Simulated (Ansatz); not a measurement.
I need a short molecular-dynamics run of MoPd, space group R-3m. Use the Python package of Ansatz (0.2.0). Settings: PBEsol, PAW, cutoff 420 eV, 2×2×3 k-points, Fermi-Dirac smearing of 0.05 eV.

```yaml
crystal:
  lattice:
    - [1.38767, 0.80117, 4.64477]
    - [-1.38767, 0.80117, 4.64477]
    - [0.00000, -1.60234, 4.64477]
  atoms:
    - { symbol: Mo, position: [0.00000, 0.00000, 0.00000] }
    - { symbol: Pd, position: [0.50000, 0.50000, 0.50000] }
```

Script `md.py`:
```python
import ansatz as az
import numpy as np

SETTINGS = {
    "kgrid": (2, 2, 3),
    "cutoff_ev": 420,
    "occupations": "Fermi-Dirac",
    "width_ev": 0.05,
    "n_steps": 15,
    "temperature_k": 300,
}


def main() -> None:
    crystal = (
        az.Lattice.from_parameters(2.77534, 2.77534, 13.93431, alpha=90, beta=90, gamma=120)
        .space_group(166)
        .atom("Mo", (0.0, 0.0, 0.0))
        .atom("Pd", (2 / 3, 1 / 3, 5 / 6))
        .primitive()
    )

    setup = crystal.supercell(2, 2, 1).calculation()
    setup = setup.kpoints(*SETTINGS["kgrid"]).basis(SETTINGS["cutoff_ev"])
    setup = setup.functional(az.Functional.PBESOL)
    setup = setup.occupations(SETTINGS["occupations"], width=SETTINGS["width_ev"]).md("nve", timestep=2.0, steps=SETTINGS["n_steps"], temperature=SETTINGS["temperature_k"], initial_velocities="maxwell_boltzmann", seed=858)
    steps = []


    def follow(event):
        if event["event"] != "md_step":
            return
        row = event["data"]
        steps.append(row)
        print(f"t = {row['time_fs']:6.1f} fs  E_pot = {row['lagrangian_ev']:.4f} eV  E_kin = {row['e_kin_ev']:.4f} eV  T = {row['temperature_k']:7.1f} K")


    res = setup.session().plan(threads=1).execute(on_event=follow)
    report = res.report

    temperature = np.array([s["temperature_k"] for s in steps])
    print(f"mean temperature of the second half {temperature[len(steps) // 2 :].mean():.1f} K")

    kept = np.array([s["conserved_ev"] for s in steps], float)
    print(f"conserved energy drifts by {1000 * (kept[-1] - kept[0]) / len(res.lattice.sites):+.3f} meV/atom")

    with open("trajectory.xyz", "w") as handle:
        for s in steps[::5]:
            handle.write(f"{len(s['positions_ang'])}\nt = {s['time_fs']} fs\n")
            for site, xyz in zip(res.lattice.sites, s["positions_ang"]):
                handle.write("{} {:.4f} {:.4f} {:.4f}\n".format(site.symbol, *xyz))


if __name__ == "__main__":
    main()
```

Running `python md.py` prints:
```text
DeckWarning: md: disabling space-group detection — thermal motion breaks the input geometry's symmetry, so no spatial operation reduces the k-mesh or symmetrises the density; time reversal is kept, [...]
t =    0.0 fs  E_pot = -47215.4917 eV  E_kin = 0.2714 eV  T =   300.0 K
t =    2.0 fs  E_pot = -47215.4909 eV  E_kin = 0.2706 eV  T =   299.1 K
t =    4.0 fs  E_pot = -47215.4884 eV  E_kin = 0.2682 eV  T =   296.4 K
t =    6.0 fs  E_pot = -47215.4843 eV  E_kin = 0.2641 eV  T =   291.9 K
t =    8.0 fs  E_pot = -47215.4787 eV  E_kin = 0.2584 eV  T =   285.6 K
t =   10.0 fs  E_pot = -47215.4716 eV  E_kin = 0.2513 eV  T =   277.8 K
t =   12.0 fs  E_pot = -47215.4631 eV  E_kin = 0.2428 eV  T =   268.4 K
t =   14.0 fs  E_pot = -47215.4533 eV  E_kin = 0.2331 eV  T =   257.6 K
t =   16.0 fs  E_pot = -47215.4424 eV  E_kin = 0.2222 eV  T =   245.6 K
t =   18.0 fs  E_pot = -47215.4305 eV  E_kin = 0.2103 eV  T =   232.5 K
t =   20.0 fs  E_pot = -47215.4178 eV  E_kin = 0.1977 eV  T =   218.4 K
t =   22.0 fs  E_pot = -47215.4045 eV  E_kin = 0.1843 eV  T =   203.7 K
t =   24.0 fs  E_pot = -47215.3907 eV  E_kin = 0.1706 eV  T =   188.5 K
t =   26.0 fs  E_pot = -47215.3767 eV  E_kin = 0.1565 eV  T =   173.0 K
t =   28.0 fs  E_pot = -47215.3626 eV  E_kin = 0.1424 eV  T =   157.4 K
t =   30.0 fs  E_pot = -47215.3486 eV  E_kin = 0.1285 eV  T =   142.0 K
mean temperature of the second half 195.1 K
conserved energy drifts by +0.015 meV/atom
```
(Warnings from the package without file and line, shortened.)

It writes `trajectory.xyz`:
```text
8
t = 0.0 fs
Mo 0.0000 0.0000 0.0000
Pd 0.0000 0.0000 6.9672
Mo -1.3877 0.8012 4.6448
Pd -1.3877 0.8012 11.6119
Mo 1.3877 0.8012 4.6448
Pd 1.3877 0.8012 11.6119
Mo 0.0000 1.6023 9.2895
Pd 0.0000 1.6023 16.2567
8
t = 10.0 fs
Mo 0.0106 -0.0028 0.0237
Pd 0.0296 0.0214 6.9580
Mo -1.3764 0.8073 4.6588
Pd -1.3886 0.7860 11.5960
Mo 1.3721 0.7841 4.6579
Pd 1.3815 0.8238 11.6062
Mo -0.0140 1.5986 9.2786
Pd -0.0157 1.5892 16.2515
8
t = 20.0 fs
Mo 0.0205 -0.0052 0.0447
Pd 0.0568 0.0411 6.9499
Mo -1.3657 0.8129 4.6720
Pd -1.3902 0.7713 11.5816
Mo 1.3571 0.7681 4.6697
Pd 1.3765 0.8457 11.6011
Mo -0.0271 1.5948 9.2681
Pd -0.0294 1.5773 16.2470
8
t = 30.0 fs
Mo 0.0287 -0.0069 0.0606
Pd 0.0797 0.0577 6.9440
Mo -1.3563 0.8173 4.6839
Pd -1.3933 0.7574 11.5701
Mo 1.3433 0.7545 4.6787
Pd 1.3736 0.8660 11.5970
Mo -0.0385 1.5909 9.2585
Pd -0.0395 1.5677 16.2440
```

Reading the output:
- Absolute energies stand on the zero of these potentials, so only differences at equal settings mean something.
- For a metal this mesh is far too coarse, so the numbers only illustrate the procedure.
- This cell is a computed structure, which may not be the phase found in nature.
- A small cell, a coarse mesh and a very short run: it shows the set-up and gives no equilibrium averages.
- Timing: 52 s on 1 thread of Arm Neoverse V2, on a shared host, peak memory 0.49 GiB.

(Lines on the test bed's own set-up are left out of the output.)
